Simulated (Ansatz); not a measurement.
# Al3N: the cost of one run

Program: Ansatz 0.2.0. Level of theory: DFT PBE, scalar-relativistic, plane waves, PAW, unless a step names another level. These are calculated values, not measurements.

13 further runs of the same task are left out: 13 set aside as unsound or not needed.

### 1 Plan

Pauling electronegativities: Al 1.61, N 3.04 (spread 1.43). No set of common oxidation states balances it. Tabulated atomic sizes suggest about 14 Å³/atom. 37 candidates were drawn, by swapping species into database cells of other compounds, at random by space group and Wyckoff sites, or by hand, as the table says:

| name | made from | space group no. | Wyckoff sites | atoms (primitive cell) | V (Å³/atom) |
| --- | --- | --- | --- | --- | --- |
| c01 | built by hand: anti-ReO3 (Cu3N) | 221 | Al 3d; N 1a | 4 | 14.3 |
| c02 | random | 71 | Al 4j, 2a; N 2b | 4 | 15.4 |
| c03 | database cell of La3Mg | 44 | Al 2b, 4d; N 2a | 4 | 17.7 |
| c04 | random | 225 | Al 8c, 4a; N 4b | 4 | 16.4 |
| c05 | random | 2 | Al 1h, 1a, 1e; N 1c | 4 | 16.0 |
| c06 | database cell of Ni3C | 167 | Al 18e; N 6b | 8 | 12.9 |
| c07 | random | 107 | Al 4b, 2a; N 2a | 4 | 17.6 |
| c08 | random | 123 | Al 2g, 1b; N 1d | 4 | 14.0 |
| c09 | random | 123 | Al 2e, 1b; N 1c | 4 | 15.7 |
| c10 | database cell of SiMo3 | 223 | Al 6c; N 2a | 8 | 12.1 |
| c11 | built by hand: epsilon-Fe3N | 182 | Al 6g; N 2c | 8 | 13.3 |
| c12 | built by hand: single tetrahedral N layer in fcc Al | 156 | Al 1a, 1b, 1c; N 1b | 4 | 13.6 |
| c13 | database cell of Hf3Ga | 139 | Al 4d, 2b; N 2a | 4 | 15.0 |
| c14 | random | 71 | Al 4i, 2a; N 2d | 4 | 15.4 |
| c15 | database cell of SrPb3 | 123 | Al 1c, 2e; N 1a | 4 | 14.3 |
| c16 | database cell of EuAs3 | 12 | Al 4i, 8j; N 4i | 8 | 13.4 |
| c17 | database cell of NdDy3 | 221 | Al 3c; N 1a | 4 | 17.6 |
| c18 | random | 186 | Al 6c; N 2b | 8 | 14.0 |
| c19 | built by hand: layered octahedral Al2N + Al | 164 | Al 2d, 1a; N 1b | 4 | 13.6 |
| c20 | random | 59 | Al 4d, 2b; N 2b | 8 | 15.7 |
| c21 | random | 229 | Al 6b; N 2a | 4 | 15.5 |
| c22 | random | 160 | Al 9b; N 3a | 4 | 16.6 |
| c23 | random | 99 | Al 1b, 2c; N 1a | 4 | 14.1 |
| c24 | database cell of FeF3 | 15 | Al 8f, 4e; N 4d | 8 | 16.9 |
| c25 | database cell of Ga3Rh | 36 | Al 4a, 4a, 4a; N 4a | 8 | 12.8 |
| c26 | database cell of Li3N | 191 | Al 1b, 2c; N 1a | 4 | 14.7 |
| c27 | random | 119 | Al 2a, 4e; N 2c | 4 | 17.5 |
| c28 | database cell of AlCu3 | 225 | Al 4b, 8c; N 4a | 4 | 12.8 |
| c29 | database cell of Dy3Mg | 123 | Al 2h, 1b; N 1a | 4 | 17.9 |
| c30 | random | 191 | Al 1b, 2d; N 1a | 4 | 15.5 |
| c31 | database cell of SmBi3 | 194 | Al 6h; N 2d | 8 | 14.5 |
| c32 | database cell of TlPd3 | 139 | Al 4c, 4d, 4e; N 4e | 8 | 12.4 |
| c33 | random | 191 | Al 4h, 2d; N 2c | 8 | 16.2 |
| c34 | database cell of Li3Mg | 194 | Al 6h; N 2c | 8 | 19.0 |
| c35 | random | 47 | Al 1h, 2r; N 1d | 4 | 15.2 |
| c36 | built by hand: cementite (Fe3C) | 62 | Al 4c, 8d; N 4c | 16 | 13.6 |
| c37 | built by hand: AlN wurtzite slab + Al metal layers | 156 | Al 1b, 1a, 1a, 1b, 1c, 1b; N 1a, 1b | 8 | 13.6 |

### 2 Screening run of c10

The input, input.yaml:

```yaml
crystal:
  lattice:
    - [4.58821261, 0.0, 0.0]
    - [0.0, 4.58821261, 0.0]
    - [0.0, 0.0, 4.58821261]
  atoms:
    - { symbol: Al, position: [0.0, 0.5, 0.25] }
    - { symbol: Al, position: [0.0, 0.5, 0.75] }
    - { symbol: Al, position: [0.5, 0.75, 0.0] }
    - { symbol: Al, position: [0.5, 0.25, 0.0] }
    - { symbol: Al, position: [0.75, 0.0, 0.5] }
    - { symbol: Al, position: [0.25, 0.0, 0.5] }
    - { symbol: "N", position: [0.5, 0.5, 0.5] }
    - { symbol: "N", position: [0.0, 0.0, 0.0] }
basis:
  ecutwfc: 420
kpoints:
  mp_grid: { grid: [4, 4, 4] }
hamiltonian:
  xc: pbe
scf:
  occupations: { method: gaussian, width: 0.2 }
  lower_state_search: "off"
output:
  forces: true
  stress: true
  eigenvalues: true
relax:
  adjacent_minimum: "off"
  f_tol: 0.08
  max_steps: 16
  cell: { stress_tol: 0.8 }
```

Started as:

```
$ ansatz run input.yaml --threads 1 --pin off --max-ram 2560MiB --backend cpu --events-out ev --progress --plain --runs-dir out
```

**Question.** How long does this run take on 1 thread of Intel Xeon at 2.70GHz, shared host, and how much memory does it need?

About 10 s, with a peak of 0.38 GiB.
